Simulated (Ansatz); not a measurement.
# C3H7BSSi: one species, many methods

How much do the methods differ for C3H7BSSi? The plan is to run it at one geometry with functionals of several rungs and with coupled cluster, and see how far each lands from CCSD(T) at the basis-set limit for the atomisation energy.

Method: functionals in def2-TZVPP, the program's frozen cores in correlated methods; program: Ansatz 0.2.0, Gaussian basis.

The runs, in order: LDA (SPW92), PBE-D4, revPBE-D4, BLYP-D4, r2SCAN-D4, B97M-V, PBE0-D4, B3LYP-D4, r2SCANh-D4, r2SCAN0-D4, HSE06-D4, BHLYP-D4, CAM-B3LYP-D4, LC-ωPBE, ωB97X-V, ωB97M-V, B2PLYP, PBE-QIDH; CCSD(T)/def2-SVP; CCSD(T)/def2-TZVPP; MP2/def2-QZVPP; extrapolation to the limit; RPA on PBE.

## (1) The relaxed structure

An earlier PBE0-D4 in a triple-zeta def2 set relaxation fixed the geometry.

SMILES `C#CSB[SiH2]C`, 13 atoms, charge 0, spin multiplicity 1.

Atoms are counted from 1 here; the program's logs count them from 0.

Bond lengths: C1–C2 1.248 Å, C1–H7 1.068 Å, C2–S3 1.632 Å, S3–B4 2.008 Å, B4–Si5 2.017 Å, B4–H8 1.195 Å, Si5–C6 1.878 Å, Si5–H9 1.493 Å, Si5–H10 1.495 Å, C6–H11 1.092 Å, C6–H12 1.092 Å, C6–H13 1.092 Å. Angles: C2–C1–H7 158.4°, C1–C2–S3 141.6°, C2–S3–B4 57.6°, S3–B4–Si5 110.6°, S3–B4–H8 107.6°, Si5–B4–H8 126.0°, B4–Si5–C6 112.7°, B4–Si5–H9 110.0°, B4–Si5–H10 109.2°, C6–Si5–H9 109.6°, C6–Si5–H10 109.0°, H9–Si5–H10 106.2°, Si5–C6–H11 110.9°, Si5–C6–H12 110.6°, Si5–C6–H13 111.0°, H11–C6–H12 108.2°, H11–C6–H13 108.0°, H12–C6–H13 108.0°.

## (2) LDA

This LDA is Slater exchange with PW92 correlation.

File in.yaml:

```yaml
crystal:
  periodic: [false, false, false]
  atoms:
    - {symbol: C, position_ang: [-1.263584, 0.091377, 1.631058]}
    - {symbol: C, position_ang: [-1.953294, -0.529951, 0.797333]}
    - {symbol: S, position_ang: [-1.830010, -1.648022, -0.384861]}
    - {symbol: B, position_ang: [-0.282162, -1.157687, 0.796290]}
    - {symbol: Si, position_ang: [1.140162, -0.193989, -0.260650]}
    - {symbol: C, position_ang: [0.437016, 1.154503, -1.362337]}
    - {symbol: H, position_ang: [-1.036552, 0.768053, 2.426177]}
    - {symbol: H, position_ang: [-0.101702, -2.066390, 1.551198]}
    - {symbol: H, position_ang: [1.906721, -1.169248, -1.091733]}
    - {symbol: H, position_ang: [2.126417, 0.415071, 0.683428]}
    - {symbol: H, position_ang: [-0.262964, 0.737676, -2.089428]}
    - {symbol: H, position_ang: [1.235680, 1.660203, -1.909332]}
    - {symbol: H, position_ang: [-0.095428, 1.903802, -0.772342]}
basis:
  gaussian: {orbitals: def2-TZVPP}
hamiltonian: {xc: lda}
output: {orbitals: {seedname: orbitals}}
```

Started as:

```
ansatz run in.yaml --threads 4 --pin off --events-out ev --progress --plain --max-ram 10444MiB
```

Further steps of the session: PBE-D4 (GGA); revPBE-D4 (GGA); BLYP-D4 (GGA); r2SCAN-D4 (meta-GGA); B97M-V (meta-GGA); PBE0-D4 (hybrid); B3LYP-D4 (hybrid); r2SCANh-D4 (hybrid); r2SCAN0-D4 (hybrid); HSE06-D4 (hybrid); BHLYP-D4 (hybrid); CAM-B3LYP-D4 (range-separated); LC-ωPBE (range-separated); ωB97X-V (range-separated); ωB97M-V (range-separated); B2PLYP (double hybrid); PBE-QIDH (double hybrid); CCSD(T) in def2-SVP; CCSD(T) in def2-TZVPP; MP2 in def2-QZVPP; RPA on PBE orbitals.

**Question.** What will the summary of the whole plan be? Wanted: atomisation energy, CCSD(T)/CBS; farthest beyond LDA; mean size of error, GGA; mean size of error, meta-GGA; mean size of error, hybrid; mean size of error, range-separated; mean size of error, double hybrid; gap, smallest and largest; T1 diagnostic.

The runs gave:

| quantity | value |
| --- | --- |
| atomisation energy, CCSD(T)/CBS | 1158.3 kcal/mol |
| functionals within 5.8 kcal/mol (0.5 %) | BLYP-D4, B3LYP-D4, r2SCAN0-D4, CAM-B3LYP-D4, LC-ωPBE, ωB97X-V, PBE-QIDH |
| farthest beyond LDA | PBE-D4 (+34.1 kcal/mol) |
| mean size of error, GGA | 14.2 kcal/mol |
| mean size of error, meta-GGA | 13.8 kcal/mol |
| mean size of error, hybrid | 12.0 kcal/mol |
| mean size of error, range-separated | 4.3 kcal/mol |
| mean size of error, double hybrid | 7.2 kcal/mol |
| gap, smallest and largest | 3.35 eV (LDA (SPW92)), 10.23 eV (LC-ωPBE) |
| T1 diagnostic | 0.0134 |
| triples share of the correlation energy | 5.0 % |

**Reading.** LDA overbinds by 173.8 kcal/mol (15 %). PBE-D4 is off by +34.1 kcal/mol. Double hybrids carry the basis error of their MP2 part in triple zeta, and no dispersion term here, so their miss is partly the set-up's. Taken by rung, range-separated functionals do best (4.3 kcal/mol on average) and GGA ones worst beyond LDA (14.2 kcal/mol). The reference freezes the cores and leaves out relativity and excitations past (T), so misses under about 5.8 kcal/mol can't be ranked. Hartree-Fock recovers 73 % of the binding; the rest is correlation. CCSD(T) in def2-SVP is off by -58.0 kcal/mol, which most functionals beat. Orbital gaps span 3.3 to 10.2 eV; exact exchange widens them.
